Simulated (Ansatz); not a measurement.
This was printed by a script on the Ansatz DFT code, driven from Python, for a test of the smearing width of KCd3, space group Fm-3m. What did the script look like? Use (first run): PBEsol, PAW, cutoff 463 eV, Gaussian smearing of 0.3 eV. The script varies width (eV): 0.3, 0.2, 0.1, 0.05.

```
K Cd
1.0
     0.00000    3.91074    3.91074
     3.91074    0.00000    3.91074
     3.91074    3.91074    0.00000
K Cd
1 3
Direct
  0.00000 0.00000 0.00000
  0.25000 0.25000 0.25000
  0.75000 0.75000 0.75000
  0.50000 0.50000 0.50000
```

Running `python kcd3.py` prints:
```text
  width (eV)    F/atom (eV)    iterations    k-points
------------  -------------  ------------  ----------
      0.3000     -6516.9491             6          10
      0.2000     -6516.9420             6          10
      0.1000     -6516.9375             6          10
      0.0500     -6516.9359             6          10
0.3: -13.22 meV/atom
0.2: -6.09 meV/atom
0.1: -1.57 meV/atom  (within 2 meV)
```

The script that was run (others could print the same):

`kcd3.py`:
```python
# -*- coding: utf-8 -*-
"""How the energy of KCd3 depends on the smearing."""

from dataclasses import dataclass

import ansatz as az
from tabulate import tabulate


@dataclass
class RunConfig:
    functional: str = "pbesol"
    kspacing: float = 0.32


opts = RunConfig()


def main():
    crystal = (
        az.Lattice.from_parameters(5.530626, 5.530626, 5.530626, alpha=60.0, beta=60.0, gamma=60.0)
        .atom("K", [0.0, 0.0, 0.0])
        .atom("Cd", [0.25, 0.25, 0.25])
        .atom("Cd", [0.75, 0.75, 0.75])
        .atom("Cd", [0.5, 0.5, 0.5])
    )

    setup = (
        crystal.calculation()
        .functional(opts.functional)
        .kpoints(spacing=opts.kspacing)
        .basis(34 * az.Ry)
    )

    rows = []
    for value in [0.3, 0.2, 0.1, 0.05]:
        rep = setup.occupations("gaussian", width=value).run(threads=1, pin="off").report
        rows.append((value, rep["free_energy_ev"] / len(rep["lattice"]["sites"]), rep["n_iterations"], rep["n_kpoints"]))

    print(tabulate(rows, headers=["width (eV)", "F/atom (eV)", "iterations", "k-points"], floatfmt=".4f", tablefmt="simple"))

    # the last row is the reference
    for row in rows[:-1]:
        shift = 1000 * (row[1] - rows[-1][1])
        print(f"{row[0]}: {shift:+.2f} meV/atom" + ("  (within 2 meV)" if abs(shift) < 2 else ""))


if __name__ == "__main__":
    main()
```

Going from 0.05 to 0.3 eV changes F by -13.2 meV an atom. With this scheme F falls roughly as the square of the width; the report's estimate for zero width (energy_sigma0_ev) moves by only -1.3 meV.

Caveats:
- The free energy holds a sizeable smearing term, which stands for no physical temperature.
- The narrowest width needs the finest mesh, so the last row is no converged reference.
- This cell is a computed structure, which may not be the phase found in nature.
- Run time: 8.2 s on 1 thread of AMD EPYC 7R43 64-Core Processor (Zen 3), with other jobs on the host, peak memory 0.44 GiB.
